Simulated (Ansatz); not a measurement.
# Cs2AgBiBr6: the cost of one run

Method: DFT PBE, scalar-relativistic, plane waves, PAW, in Ansatz 0.2.0.

1 further run of the same task is left out (set aside as unsound or not needed).

### Step 1. The structure to begin with

Symmetry: Fm-3m, No. 225, cubic system. The conventional cell has a = 11.484 Å, b = 11.484 Å, c = 11.484 Å, α = 90.00°, β = 90.00°, γ = 90.00°. Cs (site symmetry -43m) has 12 Br at 4.06 Å as nearest neighbours. Around Ag (site symmetry m-3m) lie 6 Br at 2.86 Å. Bi (site symmetry m-3m) is surrounded by 6 Br at 2.89 Å. Around Br (site symmetry 4mm) lie 1 Ag at 2.86 Å and 1 Bi at 2.89 Å and 4 Cs at 4.06 Å.

Structure file:

```cif
data_structure
_symmetry_space_group_name_H-M 'Fm-3m'
_symmetry_Int_Tables_number 225
_cell_length_a 11.4840
_cell_length_b 11.4840
_cell_length_c 11.4840
_cell_angle_alpha 90.000
_cell_angle_beta 90.000
_cell_angle_gamma 90.000
_cell_volume 1514.54
loop_
_atom_site_label
_atom_site_type_symbol
_atom_site_symmetry_multiplicity
_atom_site_Wyckoff_symbol
_atom_site_fract_x
_atom_site_fract_y
_atom_site_fract_z
_atom_site_occupancy
Cs1 Cs 8 c 0.25000 0.75000 0.75000 1
Ag1 Ag 4 b 0.50000 0.00000 0.00000 1
Bi1 Bi 4 a 0.00000 0.00000 0.00000 1
Br1 Br 24 e 0.50000 0.75131 0.00000 1
```

This cell was relaxed beforehand with the same method: volume 37.86 Å³/atom, gap on the mesh 1.33 eV.

### Step 2. Relaxing to 0.001 eV/Å

Response functions are second derivatives at a minimum, so forces and stress are first brought close to zero on the mesh and occupations that the response runs use.

Input file input.yaml:

```yaml
crystal:
  lattice:
    - [0.0, 5.7420103772, 5.7420103772]
    - [5.7420103772, 0.0, 5.7420103772]
    - [5.7420103772, 5.7420103772, 0.0]
  atoms:
    - { symbol: Cs, position: [0.25, 0.25, 0.25] }
    - { symbol: Cs, position: [0.75, 0.75, 0.75] }
    - { symbol: Ag, position: [0.5, 0.5, 0.5] }
    - { symbol: Bi, position: [0.0, 0.0, 0.0] }
    - { symbol: Br, position: [0.2513065111, 0.7486934889, 0.2513065111] }
    - { symbol: Br, position: [0.2513065111, 0.7486934889, 0.7486934889] }
    - { symbol: Br, position: [0.7486934889, 0.2513065111, 0.7486934889] }
    - { symbol: Br, position: [0.7486934889, 0.2513065111, 0.2513065111] }
    - { symbol: Br, position: [0.2513065111, 0.2513065111, 0.7486934889] }
    - { symbol: Br, position: [0.7486934889, 0.7486934889, 0.2513065111] }
basis:
  ecutwfc: 420
kpoints:
  mp_grid: { grid: [4, 4, 4] }
hamiltonian:
  xc: pbe
scf:
  occupations: { method: fixed }
output:
  forces: true
  stress: true
  eigenvalues: true
relax:
  adjacent_minimum: "off"
  f_tol: 0.001
  max_steps: 60
  cell: { stress_tol: 0.01 }
```

Launch:

```console
ansatz run input.yaml --threads 4 --pin off --max-ram 10240MiB --backend cpu --events-out ev --progress --plain --runs-dir out
```

What time and memory should one allow on 4 threads of Intel Xeon Platinum 8488C (Sapphire Rapids), shared host?

About 10 s, with a peak of 1 GiB.
